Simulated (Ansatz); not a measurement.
# AsH3OS: the cost of one run

All numbers below are computed with Ansatz 0.2.0 (RKS B3LYP/def2-TZVP).

## Step 1: The structure to begin with

Bond lengths: S1–O2 1.657 Å, O2–As3 1.852 Å, S1–H4 1.348 Å, As3–H5 1.505 Å, As3–H6 1.495 Å. Angles: S1–O2–As3 120.7°, O2–S1–H4 97.7°, O2–As3–H5 95.0°, O2–As3–H6 89.1°, H5–As3–H6 89.6°.

Structure file:

```xyz
6

S    -1.0995   -1.0291   -1.1367
O    -0.4526   -0.3998    0.2534
As    0.8729    0.8919    0.1787
H    -2.2303   -0.2958   -1.1588
H     2.0136   -0.0890    0.1905
H     0.8959    0.9218    1.6730
```

## Step 2: Relaxing end A

Input file input.yaml:

```yaml
crystal:
  periodic: [false, false, false]
  atoms:
    - { symbol: S, position_ang: [-1.09947, -1.02909, -1.13668] }
    - { symbol: O, position_ang: [-0.45264, -0.3998, 0.25335] }
    - { symbol: As, position_ang: [0.87288, 0.89188, 0.17874] }
    - { symbol: H, position_ang: [-2.23027, -0.29582, -1.15884] }
    - { symbol: H, position_ang: [2.01363, -0.08898, 0.19047] }
    - { symbol: H, position_ang: [0.89587, 0.92181, 1.67296] }
basis:
  gaussian: { orbitals: def2-TZVP }
hamiltonian:
  xc: b3lyp
relax:
  f_tol: 0.015
  max_steps: 40
```

Command:

```sh
$ ansatz run input.yaml --threads 2 --pin off --max-ram 3072MiB --backend cpu --events-out ev --progress --plain --runs-dir out
```

What time and memory should one allow on 2 threads of Intel Xeon Platinum 8488C (Sapphire Rapids), shared host?

About 18 s, with a peak of 0.29 GiB.
